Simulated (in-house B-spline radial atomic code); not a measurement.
# Ge¹⁰⁺: density, ELF and screening along the radius

Aim: the shell structure of Ge¹⁰⁺ in the radial density, the electron localisation function and the screened nuclear charge, under several settings.

Program: in-house B-spline radial atomic code version 1. Level of theory: several methods, spin-polarised, as named in each step; spherical all-electron atom at the radial basis limit. These are calculated values, not measurements, unless marked.

### Step 1. What is computed

| Property | Result |
| --- | --- |
| element | germanium (Z = 32) |
| charge | +10 |
| electrons | 22 |
| configuration | [Ar] 3d4 |
| nucleus | point (non-relativistic runs) or finite (X2C runs) |

Outer shells as boxes (Hund's rule):

[Ar] 3d4
```
[Ar] core
3d [↑ ][↑ ][↑ ][↑ ][  ]
```

Where spins are not typed, each open shell is filled with up spins first.

### Step 2. PBE, X2C

Settings of the run:

```ini
Z = 32
electrons = 22.0
configuration = [Ar] 3d4
hamiltonian = x2c
method = pbe,pbe
spin_polarised = True
nucleus = fermi
rms_radius = 4.0742
mass_number = 74
atomic_mass = 73.92117776
speed_of_light = 137.035999084
```

Started as:

```sh
> python run_scf.py task.json out
```

One command runs all members of the session, one after another, from task.json.

Main fields of the result record, rounded:

```text
{
  "status": "converged",
  "scf [iteration, energy, orbital gradient]": [
    [1, -2038.74833888, 1.29],
    [2, -2055.10849445, 0.552],
    [3, -2057.93298674, 0.187],
    [4, -2058.24058127, 0.059],
    [5, -2058.26575899, 0.0222],
    [6, -2058.27144987, 0.000656],
    [7, -2058.2714534, 2.49e-05],
    [8, -2058.2714534, 1.4e-06],
    [9, -2058.2714534, 4.45e-08]
  ],
  "energy [hartree]": {"total": -2058.2714534, "kinetic": 2103.12825622, "nuclear": -4753.08164203, "coulomb": 663.23301946, "xc": -71.5510870491},
  "orbitals [hartree, bohr; first row names the columns]": [
    ["name", "occ", "eps", "<r>", "<r^2>", "<1/r>", "r_max"],
    ["1s up", 1.0, -412.18737, 0.046625, 0.0029379, 33.024, 0.030287],
    ["1s down", 1.0, -412.18714, 0.046624, 0.0029378, 33.025, 0.030287],
    ["2s up", 1.0, -60.407488, 0.20961, 0.051859, 7.2149, 0.17608],
    ["2s down", 1.0, -60.225945, 0.20919, 0.051644, 7.2315, 0.17586],
    ["2p up", 3.0, -54.035535, 0.18355, 0.04126, 6.9757, 0.14119],
    ["2p down", 3.0, -53.899905, 0.18308, 0.041038, 6.9899, 0.141],
    ["3s up", 1.0, -15.120569, 0.58277, 0.38809, 2.4809, 0.52517],
    ["3s down", 1.0, -14.837007, 0.58582, 0.39221, 2.4623, 0.52655],
    ["3p up", 3.0, -13.125244, 0.58633, 0.39849, 2.3485, 0.5191],
    ["3p down", 3.0, -12.841348, 0.59039, 0.40413, 2.3283, 0.521],
    ["3d up", 4.0, -9.9304498, 0.56746, 0.38264, 2.1508, 0.45201]
  ],
  "sum_r [bohr^k]": {"-1": 149.9691, "1": 8.580513, "2": 5.074996},
  "radius_at_0.001 [bohr]": 1.703,
  "radius_enclosing_fraction [bohr]": {"0.5": 0.3404, "0.9": 0.7754, "0.99": 1.158},
  "slater [hartree]": {
    "F0(3p up,3p up)": 1.5356,
    "F2(3p up,3p up)": 0.77598,
    "F0(3p up,3p down)": 1.5303,
    "F2(3p up,3p down)": 0.77358,
    "F0(3p up,3d up)": 1.5569,
    "F2(3p up,3d up)": 0.75967,
    "G1(3p up,3d up)": 0.89099,
    "G3(3p up,3d up)": 0.56743,
    "F0(3p down,3p down)": 1.5252,
    "F2(3p down,3p down)": 0.77123,
    "F0(3p down,3d up)": 1.5514,
    "F2(3p down,3d up)": 0.7569,
    "F0(3d up,3d up)": 1.6006,
    "F2(3d up,3d up)": 0.79593,
    "F4(3d up,3d up)": 0.50746
  }
}
```

Run time: 0.08 s. Hardware: 1 thread, shared host.

radius_at_0.001 is where the density falls to 0.001 electrons per bohr³.

Fields along the radius, from the same record (one point in 2):

```csv
r (bohr),4πr²n (1/bohr),ELF,screened charge r·V (e),reduced gradient s,4πr²(n↑−n↓)
0.00495,6.293,0.9996,31.27,0.5426,-0.0004404
0.00699,10.52,0.9993,30.97,0.5159,-0.0007336
0.00986,16.70,0.9989,30.56,0.5121,-0.001158
0.0139,24.70,0.9976,30.02,0.5308,-0.001697
0.0197,33.20,0.9933,29.28,0.5762,-0.002242
0.0277,38.80,0.9730,28.36,0.6498,-0.002472
0.0392,38.52,0.8497,27.19,0.7405,-0.001411
0.0553,33.68,0.4565,25.76,0.7331,0.006237
0.0781,32.75,0.3019,24.01,0.4512,0.04955
0.110,40.90,0.5930,21.92,0.2937,0.2462
0.156,45.55,0.8082,19.56,0.4416,0.9536
0.220,32.74,0.6223,17.24,0.6990,2.697
0.310,20.15,0.2029,14.99,0.5145,5.452
0.438,23.34,0.6206,12.74,0.2463,7.321
0.618,20.45,0.8196,10.98,0.5746,5.712
0.873,7.358,0.6297,10.18,1.301,2.224
1.23,0.9107,0.1067,10.01,3.573,0.3550
1.74,0.02800,0.001282,10.00,14.83,0.01583
```

### Step 3. Hartree-Fock, X2C

Changes to the settings of step 2:

```diff
@@ -4,3 +4,3 @@
 hamiltonian = x2c
-method = pbe,pbe
+method = hf
 spin_polarised = True
```

Results of the run:

```text
{
  "status": "converged",
  "scf [iteration, energy, orbital gradient]": [
    [1, -2038.07127251, 1.3],
    [2, -2056.27469559, 0.388],
    [3, -2057.33395393, 0.16],
    [4, -2057.49252889, 0.0663],
    [5, -2057.5188314, 0.0109],
    [6, -2057.52034277, 0.000611],
    [7, -2057.52034521, 0.000125],
    [8, -2057.52034526, 7.41e-06],
    [9, -2057.52034526, 2.28e-07]
  ],
  "energy [hartree]": {"total": -2057.52034526, "kinetic": 2103.15804183, "nuclear": -4753.09423282, "coulomb": 662.448844341, "exact_exchange": -70.0329986178},
  "orbitals [hartree, bohr; first row names the columns]": [
    ["name", "occ", "eps", "<r>"],
    ["1s up", 1.0, -420.69455, 0.046604],
    ["1s down", 1.0, -420.69138, 0.046602],
    ["2s up", 1.0, -63.568126, 0.20889],
    ["2s down", 1.0, -63.253928, 0.20812],
    ["2p up", 3.0, -56.649614, 0.18346],
    ["2p down", 3.0, -56.343608, 0.18241],
    ["3s up", 1.0, -16.429678, 0.58075],
    ["3s down", 1.0, -15.868493, 0.58552],
    ["3p up", 3.0, -14.162733, 0.58533],
    ["3p down", 3.0, -13.479692, 0.59291],
    ["3d up", 4.0, -10.672851, 0.56699]
  ],
  "sum_r [bohr^k]": {"-1": 149.968, "1": 8.576822, "2": 5.064664}
}
```

Run time: 0.11 s. Hardware: 1 thread, shared host.

Fields along the radius, from the same record (one point in 4):

```csv
r (bohr),4πr²n (1/bohr),ELF,screened charge r·V (e),reduced gradient s,4πr²(n↑−n↓)
0.00495,6.286,0.9996,31.27,0.5414,-0.0003300
0.00988,16.74,0.9989,30.56,0.5112,-0.0008667
0.0197,33.23,0.9934,29.28,0.5755,-0.001625
0.0393,38.51,0.8489,27.18,0.7419,-0.0001979
0.0783,32.72,0.3005,23.99,0.4482,0.05346
0.156,45.64,0.8104,19.56,0.4412,0.9421
0.311,20.00,0.1984,14.97,0.5095,5.483
0.620,20.42,0.8203,10.96,0.5774,5.741
1.24,0.8324,0.09531,10.01,3.764,0.3120
```

### Step 4. AM05, X2C

Changes to the settings of step 3:

```diff
@@ -4,3 +4,3 @@
 hamiltonian = x2c
-method = hf
+method = am05
 spin_polarised = True
```

Results of the run:

```text
{
  "status": "converged",
  "scf [iteration, energy, orbital gradient]": [
    [1, -2035.97639626, 1.3],
    [2, -2052.22619098, 0.58],
    [3, -2055.11746235, 0.192],
    [4, -2055.43185316, 0.06],
    [5, -2055.4576917, 0.0232],
    [6, -2055.46349604, 0.000733],
    [7, -2055.46350003, 2.01e-05],
    [8, -2055.46350003, 1.12e-06],
    [9, -2055.46350003, 4.01e-08]
  ],
  "energy [hartree]": {"total": -2055.46350003, "kinetic": 2099.55026384, "nuclear": -4749.29987661, "coulomb": 662.985372288, "xc": -68.6992595473},
  "orbitals [hartree, bohr; first row names the columns]": [
    ["name", "occ", "eps", "<r>"],
    ["1s up", 1.0, -411.48866, 0.04668],
    ["1s down", 1.0, -411.4865, 0.046679],
    ["2s up", 1.0, -60.325933, 0.2099],
    ["2s down", 1.0, -60.136622, 0.20946],
    ["2p up", 3.0, -53.99582, 0.1837],
    ["2p down", 3.0, -53.853376, 0.18322],
    ["3s up", 1.0, -15.090269, 0.58345],
    ["3s down", 1.0, -14.813262, 0.58642],
    ["3p up", 3.0, -13.109305, 0.58654],
    ["3p down", 3.0, -12.830382, 0.59054],
    ["3d up", 4.0, -9.9296064, 0.56677]
  ],
  "sum_r [bohr^k]": {"-1": 149.8459, "1": 8.581674, "2": 5.074911}
}
```

Run time: 0.08 s. Hardware: 1 thread, shared host.

The record's radial tables, every 4th point:

```csv
r (bohr),4πr²n (1/bohr),ELF,screened charge r·V (e),reduced gradient s,4πr²(n↑−n↓)
0.00495,6.271,0.9996,31.27,0.5423,-0.0005138
0.00986,16.65,0.9989,30.57,0.5118,-0.001350
0.0197,33.14,0.9933,29.29,0.5758,-0.002595
0.0392,38.50,0.8501,27.19,0.7398,-0.001673
0.0781,32.75,0.3023,24.01,0.4519,0.04953
0.156,45.50,0.8076,19.56,0.4412,0.9537
0.310,20.21,0.2042,14.99,0.5144,5.481
0.618,20.43,0.8194,10.98,0.5730,5.700
1.23,0.9057,0.1068,10.01,3.600,0.3517
```

### Step 5. SCAN, X2C

Changes to the settings of step 4:

```diff
@@ -4,3 +4,3 @@
 hamiltonian = x2c
-method = am05
+method = scan,scan
 spin_polarised = True
```

Results of the run:

```text
{
  "status": "converged",
  "scf [iteration, energy, orbital gradient]": [
    [1, -2058.73579243, 0.094],
    [2, -2058.74050096, 0.00164],
    [3, -2058.74050385, 0.000826],
    [4, -2058.74050458, 0.000435],
    [5, -2058.74050484, 2.18e-05],
    [6, -2058.74050485, 3.5e-06],
    [7, -2058.74050485, 7.05e-07],
    [8, -2058.74050485, 1.15e-07]
  ],
  "energy [hartree]": {"total": -2058.74050485, "kinetic": 2103.56063237, "nuclear": -4753.62902775, "coulomb": 663.376303027, "xc": -72.0484124917},
  "orbitals [hartree, bohr; first row names the columns]": [
    ["name", "occ", "eps", "<r>"],
    ["1s up", 1.0, -413.34557, 0.046635],
    ["1s down", 1.0, -413.34365, 0.046635],
    ["2s up", 1.0, -60.911539, 0.20936],
    ["2s down", 1.0, -60.658035, 0.20875],
    ["2p up", 3.0, -54.399083, 0.18356],
    ["2p down", 3.0, -54.211966, 0.1829],
    ["3s up", 1.0, -15.34206, 0.58161],
    ["3s down", 1.0, -14.974884, 0.58602],
    ["3p up", 3.0, -13.271355, 0.58554],
    ["3p down", 3.0, -12.899148, 0.59106],
    ["3d up", 4.0, -9.9751041, 0.56683]
  ],
  "sum_r [bohr^k]": {"-1": 149.9852, "1": 8.575531, "2": 5.064394}
}
```

Run time: 0.12 s. Hardware: 1 thread, shared host.

Meta-GGA runs start from a PBE run whose iterations are not counted.

Fields along the radius, from the same record (one point in 4):

```csv
r (bohr),4πr²n (1/bohr),ELF,screened charge r·V (e),reduced gradient s,4πr²(n↑−n↓)
0.00495,6.289,0.9996,31.27,0.5417,-0.0004397
0.00987,16.72,0.9989,30.56,0.5116,-0.001150
0.0197,33.22,0.9932,29.28,0.5759,-0.002262
0.0392,38.53,0.8505,27.19,0.7405,-0.001444
0.0781,32.74,0.3022,24.00,0.4516,0.04883
0.156,45.60,0.8090,19.56,0.4414,0.9519
0.310,20.09,0.2016,14.99,0.5157,5.479
0.619,20.45,0.8198,10.97,0.5758,5.723
1.23,0.8910,0.1035,10.01,3.645,0.3427
```

### Step 6. Results

| run | total energy (hartree) | highest level (eV) | radius holding 50 / 90 / 99 % (bohr) | radius at n = 0.001 (bohr) | ELF minima on the full grid (bohr) |
| --- | --- | --- | --- | --- | --- |
| PBE, X2C | -2058.2715 | -270.22 | 0.340 / 0.775 / 1.16 | 1.70 | 0.078, 0.31 |
| Hartree-Fock, X2C | -2057.5203 | -290.42 | 0.341 / 0.775 / 1.15 | 1.69 | 0.078, 0.31 |
| AM05, X2C | -2055.4635 | -270.20 | 0.340 / 0.776 / 1.16 | 1.70 | 0.078, 0.31 |
| SCAN, X2C | -2058.7405 | -271.44 | 0.341 / 0.775 / 1.15 | 1.70 | 0.078, 0.31 |

**Reading.** In the first run ELF has 2 minima on the grid, which mark the borders between shells. On the record's full grid the screened charge (r times the electrostatic potential) falls from 31.9 near the nucleus to 10.00 at 2.1 bohr; far out it tends to the net charge, 10. The grid is coarse (about 19 % a step), so the places of minima are rough. For X2C runs ELF uses the non-relativistic kinetic energy density, and the fields carry no picture-change correction.
